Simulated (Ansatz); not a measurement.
AgRh in Ansatz: the effect of functional

Crystal: AgRh.

```
CELL_PARAMETERS angstrom
2.83206 0.00000 0.00000
-1.41603 2.45264 0.00000
0.00000 0.00000 4.90291
ATOMIC_POSITIONS crystal
Ag 0.00000 0.00000 0.50000
Rh 0.66667 0.33333 0.00000
```

The cell comes from a database or a generator and needn't be the stable form of this composition.

The cell isn't the ideal one: volume scaled by 1.06.

Alike in all runs:

```yaml
Program: Ansatz 0.2.0
Task: single point
Potentials_or_basis: Ansatz PAW
k_mesh: 11 × 11 × 6
Occupations: fermi-dirac, width 0.05 eV
Spin: no spin polarisation
```

```csv
functional,cutoff,pressure (GPa)
LDA,420 eV (not typed: the program's choice for these potentials),-21.5
PBEsol,420 eV (not typed: the program's choice for these potentials),-17.0
r2SCAN,500 eV (not typed: the program's choice for these potentials),?
```

**Question.** What does the run with functional r2SCAN give?

**Answer.** Pressure -13.3 GPa.

Caveats: the PAW data sets come from PBE, with cores solved anew for the run's functional, which leaves a small shift of forces and pressure.
